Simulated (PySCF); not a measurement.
# [Nd(PH3)]3+: other functionals and bases at one geometry

One table from this session's results is given with a row withheld; the runs are named, their logs left out.

Program: PySCF 2.14.0. Level of theory: several levels, as the steps say, no spin–orbit coupling. These are calculated values, not measurements.

3 further runs of the same task are left out: 1 for a known fault of the program, 1 that didn't finish, 1 set aside as unsound or not needed.

## Where the work starts

5 atoms, charge 3, spin multiplicity 1.

Bond lengths: Nd1–P2 3.021 Å, P2–H3 1.426 Å, P2–H4 1.426 Å, P2–H5 1.426 Å. Angles: Nd1–P2–H3 111.6°, Nd1–P2–H4 111.6°, Nd1–P2–H5 111.6°, H3–P2–H4 107.2°, H3–P2–H5 107.2°, H4–P2–H5 107.2°.

Coordinates:

```xyz
5

Nd    0.0000    0.0000   -0.5012
P     0.0000    0.0000    2.5196
H     1.3258    0.0000    3.0448
H    -0.6629    1.1482    3.0448
H    -0.6629   -1.1482    3.0448
```

Formal oxidation states: Nd +3. Each metal's 3 4f electrons lie in its core potential, so multiplicities, spins and levels count the valence alone. An earlier session relaxed this geometry at TPSS, Nd lcecp-1-SVP with ECP49, P def2-SVP, H def2-SVP (singlet, point group C3v).

At TPSS on the finer grid: E = -375.697022 Eh, HOMO -22.88 eV, LUMO -20.26 eV, Mulliken charge on Nd1 +2.30 e, largest force component 0.003 eV/Å. 

Levels to run: TPSSh; B3LYP; BP86; PBE; TPSS, TZVP. Hardware: 2 threads of Arm Neoverse V1, shared host.

The first run:

The input, run.py (the lines that set the calculation):

```python
mol = gto.M(atom='''
Nd     0.00000     0.00000    -0.50116
P      0.00000     0.00000     2.51959
H      1.32585    -0.00001     3.04483
H     -0.66292     1.14822     3.04483
H     -0.66293    -1.14822     3.04483''',
    basis={'Nd': 'lcecp-1-SVP', 'P': 'def2-SVP', 'H': 'def2-SVP'},
    ecp={'Nd': 'lcecp-1-SVP'},
    charge=3, spin=0)
mf = dft.RKS(mol, xc='TPSSH')
mf.grids.atom_grid = (75, 302)  # f atoms: unpruned, at least (60, 302)
mf = mf.density_fit()  # fitting sets: Nd AutoAux, P def2-universal-JKFIT, H def2-universal-JKFIT
mf.conv_tol = 1e-08; mf.max_cycle = 55
mf.kernel(dm0)  # dm0: the density of the relaxed state
```

Launch:

```bash
OMP_NUM_THREADS=2 python run.py
```

Among the steps run: TPSSh; B3LYP; BP86; PBE; TPSS, TZVP.

One table of the session follows, with a row left open; its other results are not shown here.

| level | HOMO (eV) | gap (eV) | charge on Nd1 (e) | dipole (D) | largest force component (eV/Å) |
| --- | --- | --- | --- | --- | --- |
| TPSS (relaxed here) | -22.88 | 2.62 | 2.30 | 2.23 | 0.00 |
| TPSSh | -23.25 | 3.37 | 2.32 | 2.04 | 0.07 |
| B3LYP | -23.56 | 3.72 | 2.28 | 2.14 | 0.05 |
| BP86 | ? | ? | ? | ? | ? |
| PBE | -22.82 | 2.37 | 2.26 | 2.62 | 0.38 |
| TPSS, TZVP | -22.74 | 2.52 | 2.35 | 2.33 | 0.18 |

Q: Estimate the row for BP86 from the others.

As computed: HOMO (eV): -22.91; gap (eV): 2.53; charge on Nd1 (e): 2.27; dipole (D): 2.57; largest force component (eV/Å): 0.33. In the column «HOMO (eV)» it lies between TPSSh (-23.25) and TPSS (relaxed here) (-22.88).

The dipole of a charged species depends on the origin, so these sizes hold for this origin alone.

In one basis the HOMO–LUMO gap runs from 2.37 eV (PBE) to 3.72 eV (B3LYP). The largest leftover force, 0.38 eV/Å with PBE, stands at a geometry relaxed at another level. With 4f in the core, its levels are missing from HOMO and gap, and its count is fixed, so no charge can pass from the ligands into it. Total energies of different levels can't be compared.
